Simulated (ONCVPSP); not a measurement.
# Cu: generating and testing an ONCV potential

Do these settings give a usable potential? It is generated, then checked for transferability, scattering, ghosts and hardness.

The numbers are computed with ONCVPSP 4.0.1.1 (patched build) (PBE, scalar-relativistic, spin-unpolarised reference atom).

## (1) Starting point

Typed settings, in words:

```
element                 : copper (Cu, Z = 29)
type                    : optimised norm-conserving Vanderbilt (ONCV)
frozen core             : [Ne] 3s2
valence charge          : 17
reference configuration : 3p6 3d10 4s1
partial waves           : 4s: rc 2.20 bohr, ncon 3, nbas 6, qcut 3.7 1/bohr, 2 projectors, debl 2.8 Ha; 3p: rc 1.10 bohr, ncon 4, nbas 8, qcut 12.4 1/bohr, 2 projectors, debl 1.5 Ha; 3d: rc 1.40 bohr, ncon 5, nbas 10, qcut 12.6 1/bohr, 2 projectors, debl 1.5 Ha
local potential         : polynomial inside 0.75 bohr (lpopt 5, dvloc0 6 Ha)
core correction         : Teter function, fcfact 2.5, rcfact 1.4
```

The nodes and maxima of the atom's own shells, from an earlier all-electron run, set the scale for the radii.

All-electron outer shells of the reference configuration (PBE, scalar-relativistic, ld1.x):

```
shell  level (eV)  outermost node (bohr)  outermost maximum (bohr)
   3s     -114.70                   0.29                      0.61
   3p      -72.14                   0.26                      0.62
   3d       -5.04                      –                      0.60
   4s       -4.61                   0.89                      2.27
   4p       -0.70                   0.97                      3.65
```

## (2) Generating the potential

Contents of Cu.dat:

```
# ATOM AND REFERENCE CONFIGURATION
# atsym  z   nc   nv     iexc    psfile
  Cu 29.00    4    3        4      upf
#
#   n    l    f
    1    0    2.00
    2    0    2.00
    2    1    6.00
    3    0    2.00
    3    1    6.00
    3    2   10.00
    4    0    1.00
#
# PSEUDOPOTENTIAL AND OPTIMIZATION
# lmax
    2
#
#   l,   rc,      ep,       ncon, nbas, qcut
    0    2.20    0.00    3    6    3.70
    1    1.10    0.00    4    8   12.40
    2    1.40    0.00    5   10   12.60
#
# LOCAL POTENTIAL
# lloc, lpopt,  rc(5),   dvloc0
    4    5    0.75    6.00
#
# VANDERBILT-KLEINMAN-BYLANDER PROJECTORs
# l, nproj, debl
    0    2    2.80
    1    2    1.50
    2    2    1.50
#
# MODEL CORE CHARGE
# icmod, fcfact, rcfact
    3    2.50    1.40
#
# LOG DERIVATIVE ANALYSIS
# epsh1, epsh2, depsh
   -4.00    5.00    0.02
#
# OUTPUT GRID
# rlmax, drl
    6.00    0.01
#
# TEST CONFIGURATIONS
# ncnf
    4
# nvcnf
#   n    l    f
    3
    3    1    6.00
    3    2   10.00
    4    0    0.00
#
    3
    3    1    6.00
    3    2    9.00
    4    0    0.00
#
    3
    3    1    6.00
    3    2    8.00
    4    0    0.00
#
    3
    3    1    6.00
    3    2    9.00
    4    0    2.00
#
```

Run with:

```console
oncvpsp.x < Cu.dat > Cu.out
```

Before running it: what results should come out? Wanted: cutoffs for 1 and 0.1 mHa per electron, occupied waves; bound ghosts; GHOST(+) flags; largest test error; largest phase difference near zero energy, channels read; rms error of d²Exc/dn², without and with the model core; projector energies reset by the program.

The runs gave:

```
                                                quantity                                       value
  cutoffs for 1 and 0.1 mHa per electron, occupied waves                             61 Ha and 69 Ha
                                            bound ghosts                             s at -106.26 eV
                                          GHOST(+) flags                          none at low energy
                            largest test error (AE − PS)  -18 meV, for 3p6 3d9 4s2 (1 test unsolved)
largest phase difference near zero energy, channels read                                   0.000 rad
 rms error of d²Exc/dn², without and with the model core                           3.09 and 2.08 mHa
                 projector energies reset by the program                         p: -2.651, 0.250 Ha
```

In words: A bound ghost (s) makes it unfit for use: electrons can fall into a state that the atom doesn't have. By total energies transferability is good where solved: the largest error is 18 meV on 2.0 eV, for 3p6 3d9 4s2. Atomic tests can pass in spite of a ghost, since they solve only for the levels asked. Of the tests 1 gave no usable energy difference, which is a warning in itself. It counts as hard, with 61 Ha needed at the looser tolerance. At the looser tolerance the 3d wave is the slowest; 3p needs 47 Ha. Near zero energy the phases of the channels with partial waves agree within 0.001 rad. The pseudo curves have a pole with no partner nearby in the atom's: s at -3.90 Ha. These are tests on the free atom; a crystal test is still owed.
